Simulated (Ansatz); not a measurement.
# Si: the cost of one run

Program: the Python package of Ansatz 0.2.0. The levels of theory stand in the script. These are calculated values, not measurements.

The COD entry's cell or inner coordinates are ideal or old and differ from later refinements, so a difference from it is no clean test against experiment.

**1. The system**

It takes space group Fd-3m (No. 227, cubic). The conventional cell has a = 5.427 Å, b = 5.427 Å, c = 5.427 Å, α = 90.00°, β = 90.00°, γ = 90.00°. Si (site symmetry -43m) has 4 Si at 2.35 Å in its first shell of neighbours.

No structure file is read: the coordinates are typed or built in the script.

**2. The code**

Contents of lattice_si.py:

```python
'''Relaxed cell of Si under several functionals.'''

import warnings

import ansatz
import numpy as np

MESH = (6, 6, 6)
MAX_ITERATIONS = 200
SMEARING = 'Fermi-Dirac'

def edges_and_angles(cell):
    cell = np.asarray(cell)
    a, b, c = np.linalg.norm(cell, axis=1)
    cosines = cell[1] @ cell[2] / (b * c), cell[0] @ cell[2] / (a * c), cell[0] @ cell[1] / (a * b)
    return (a, b, c, *np.degrees(np.arccos(cosines)))


def main() -> None:
    warnings.simplefilter('ignore', ansatz.DeckWarning)

    lattice = ansatz.Lattice.of(
        (0.0, 2.71356, 2.71356),
        (2.71356, 0.0, 2.71356),
        (2.71356, 2.71356, 0.0),
    )
    sites = [
        ('Si', (0.75, 0.75, 0.75)),
        ('Si', (0.5, 0.5, 0.5)),
    ]
    cell = ansatz.Crystal(lattice=lattice)
    for symbol, position in sites:
        cell = cell.atom(symbol, position)

    model = cell.calculation()
    model = model.kpoints(mesh=MESH, center='gamma')
    model = model.scf(max_iterations=MAX_ITERATIONS).occupations(SMEARING, width=20 * ansatz.meV)
    model = model.accuracy('low').basis(20 * ansatz.Ha)
    model = model.relax(cell=True)

    levels = [('r2scan', 'none'), ('pbe', 'none'), ('pbe', 'd3bj'), ('r2scan', 'd4')]
    print('level            a       b       c    alpha   beta  gamma  V/atom  steps')
    for name, dispersion in levels:
        seen = []
        run = model.functional(name, dispersion=dispersion).session().plan()
        done = run.execute(on_event=lambda e: seen.append(e) if e['event'] == 'relax_step' else None)
        cell = done.lattice.cell_ang
        label = name if dispersion == 'none' else f'{name}+{dispersion}'
        print('{:13s} {:7.4f} {:7.4f} {:7.4f} {:6.2f} {:6.2f} {:6.2f}'.format(label, *edges_and_angles(cell)), f'{abs(np.linalg.det(cell)) / len(done.lattice.sites):7.3f} {len(seen):5d}')


if __name__ == '__main__':
    main()
```

**3. What the engine is handed**

The engine receives this input (first run):

```yaml
crystal:
  lattice:
    - [0.0, 2.71356, 2.71356]
    - [2.71356, 0.0, 2.71356]
    - [2.71356, 2.71356, 0.0]
  atoms:
    - { symbol: Si, position: [0.75, 0.75, 0.75] }
    - { symbol: Si, position: [0.5, 0.5, 0.5] }
accuracy: low
basis:
  ecutwfc: 544.22772491976
kpoints:
  mp_grid:
    grid: [6, 6, 6]
    shift: [0.0, 0.0, 0.0]
hamiltonian:
  xc: r2scan
  dispersion: none
scf:
  max_iter: 200
  occupations:
    method: fermi_dirac
    width: 0.02
relax:
  cell: {}
```

**4. The run**

On the command line:

```bash
$ python lattice_si.py
```

What time and memory should one allow on 1 thread of Intel Xeon Platinum 8259CL at 2.50GHz (Skylake/Cascade Lake), shared host?

About 12 s, with a peak of 0.45 GiB.
